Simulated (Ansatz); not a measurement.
Runs of Ansatz 0.2.0 on ScNb. The structure is hexagonal, space group P-6m2 (No. 187). The conventional cell has a = 3.066 Å, b = 3.066 Å, c = 5.072 Å, α = 90.00°, β = 90.00°, γ = 120.00°. Nb (site symmetry -6m2) is surrounded by 6 Nb at 3.07 Å and 6 Sc at 3.09 Å. Sc (site symmetry -6m2) has 6 Sc at 3.07 Å and 6 Nb at 3.09 Å as nearest neighbours. The cell comes from a database or a generator and needn't be the stable form of this composition.

| level | gap on the mesh (eV) | pressure (GPa) | relaxed volume (Å³/atom) |
| --- | --- | --- | --- |
| PBEsol+D3(BJ) | none | 0.0 | 18.94 |
| PBEsol+D4 | none | 0.0 | (a) |
| PBEsol | none | 0.0 | 19.82 |
| PBEsol+D3(BJ)-ATM | none | 0.0 | 19.12 |

Alike in all rows: task relaxation of cell and atoms; potentials or basis Ansatz PAW; no spin polarisation; cell relaxed; k mesh 10 × 10 × 5; cutoff (eV) 420; smearing fermi-dirac 0.05 eV.

Q: Fill in the values left out.

A: (a) 19.56.

Caveats: the plane-wave basis is chosen anew once the cell has moved, so the energies of steps on either side of that aren't comparable; the PAW data sets come from PBE, with cores solved anew for the run's functional, which leaves a small shift of forces and pressure; pairwise dispersion overbinds metals, which lowers pressure and volume (some runs).

A k mesh can miss the band edges, and the runs leave out spin-orbit coupling on Nb.

A gap of «none» marks a metal or a gap under the smearing width.
